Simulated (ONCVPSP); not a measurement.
# Pseudopotential generation for H: ONCV, PBE

Do these settings give a usable potential? It is generated, then checked for transferability, scattering, ghosts and hardness.

The numbers are computed with ONCVPSP 4.0.1 (PBE, scalar-relativistic, spin-unpolarised reference atom).

## Step 1: The design

The settings as typed:

```json
{
  "element": "hydrogen (H, Z = 1)",
  "type": "optimised norm-conserving Vanderbilt (ONCV)",
  "frozen core": "none",
  "valence charge": "1",
  "reference configuration": "1s1",
  "partial waves": "1s: rc 0.85 bohr, ncon 3, nbas 7, qcut 6.4 1/bohr, 2 projectors, debl 1.9 Ha; p scattering state at 0.42 Ha: rc 0.90 bohr, ncon 3, nbas 6, qcut 10 1/bohr, 2 projectors, debl 0.8 Ha",
  "local potential": "polynomial inside 0.75 bohr (lpopt 4, dvloc0 4 Ha)",
  "core correction": "not asked for"
}
```

## Step 2: Generating the potential

Contents of H.dat:

```
# ATOM AND REFERENCE CONFIGURATION
# atsym  z   nc   nv     iexc    psfile
  H 1.00    0    1        4      upf
#
#   n    l    f
    1    0    1.00
#
# PSEUDOPOTENTIAL AND OPTIMIZATION
# lmax
    1
#
#   l,   rc,      ep,       ncon, nbas, qcut
    0    0.85    0.00    3    7    6.40
    1    0.90    0.42    3    6   10.00
#
# LOCAL POTENTIAL
# lloc, lpopt,  rc(5),   dvloc0
    4    4    0.75    4.00
#
# VANDERBILT-KLEINMAN-BYLANDER PROJECTORs
# l, nproj, debl
    0    2    1.90
    1    2    0.80
#
# MODEL CORE CHARGE
# icmod, fcfact, rcfact
    0    0.00    0.00
#
# LOG DERIVATIVE ANALYSIS
# epsh1, epsh2, depsh
   -2.00    5.00    0.02
#
# OUTPUT GRID
# rlmax, drl
    6.00    0.01
#
# TEST CONFIGURATIONS
# ncnf
    1
# nvcnf
#   n    l    f
    1
    1    0    0.50
#
```

The run is started by

```console
$ oncvpsp.x < H.dat > H.out
```

**Question.** What will these runs give? Wanted: cutoffs for 1 and 0.1 mHa per electron, occupied waves; bound ghosts; GHOST(+) flags; largest test error; largest phase difference near zero energy, channels read.

The runs gave:

| quantity | value |
| --- | --- |
| cutoffs for 1 and 0.1 mHa per electron, occupied waves | 18 Ha and 91 Ha |
| bound ghosts | none found |
| GHOST(+) flags | none at low energy |
| largest test error (AE − PS) | +0.2 meV, for 1s0.5 |
| largest phase difference near zero energy, channels read | 0.000 rad |

What this shows: By total energies transferability is very good: the largest error is 0.2 meV on 4.8 eV, for 1s0.5. By its cutoff, 18 Ha for the looser tolerance, it is of middling hardness. The tighter tolerance needs 91 Ha, and converged work needs a cutoff nearer that. The program's ghost test flags no bound state. Near zero energy the phases of the channels with partial waves agree within 0.001 rad. All of this concerns the isolated atom, not yet a solid.
